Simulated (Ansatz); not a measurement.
# MgHgBr3: the cost of one run

Program: Ansatz 0.2.0. Level of theory: DFT PBE, scalar-relativistic, plane waves, PAW. These are calculated values, not measurements.

### 1 The starting structure

Symmetry: Pm-3m, No. 221, cubic system. Conventional cell: a = 5.343 Å, b = 5.343 Å, c = 5.343 Å, α = 90.00°, β = 90.00°, γ = 90.00°. Mg (site symmetry m-3m) is surrounded by 6 Br at 2.67 Å. Around Hg (site symmetry m-3m) lie 12 Br at 3.78 Å. Br (site symmetry 4/mmm) is surrounded by 2 Mg at 2.67 Å and 4 Hg at 3.78 Å.

As a file:

```xyz
5
Lattice="5.3427 0.0000 0.0000 0.0000 5.3427 0.0000 0.0000 0.0000 5.3427" Properties=species:S:1:pos:R:3 pbc="T T T"
Mg    2.6713    2.6713    2.6713
Hg    0.0000    0.0000    0.0000
Br    2.6713    0.0000    2.6713
Br    0.0000    2.6713    2.6713
Br    2.6713    2.6713    0.0000
```

A structure generator made this guess: species swapped into a database cell of CsCaBr3 (Pm-3m, No. 221), with Hg on the Cs sites and Mg on the Ca sites. Its size is a rough estimate.

### 2 A first look at the guess

Contents of input.yaml:

```yaml
crystal:
  lattice:
    - [5.34265469, 0.0, 0.0]
    - [0.0, 5.34265469, 0.0]
    - [0.0, 0.0, 5.34265469]
  atoms:
    - { symbol: Mg, position: [0.5, 0.5, 0.5] }
    - { symbol: Hg, position: [0.0, 0.0, 0.0] }
    - { symbol: Br, position: [0.5, 0.0, 0.5] }
    - { symbol: Br, position: [0.0, 0.5, 0.5] }
    - { symbol: Br, position: [0.5, 0.5, 0.0] }
basis:
  ecutwfc: 420
kpoints:
  mp_grid: { grid: [4, 4, 4] }
hamiltonian:
  xc: pbe
scf:
  occupations: { method: gaussian, width: 0.1 }
  lower_state_search: "off"
output:
  forces: true
  stress: true
  eigenvalues: true
```

Started as:

```
ansatz run input.yaml --threads 1 --pin off --max-ram 2560MiB --backend cpu --events-out ev --progress --plain --runs-dir out
```

What time and memory should one allow on 1 thread of Arm Neoverse V2, shared host?

About 2.2 s, with a peak of 0.37 GiB.
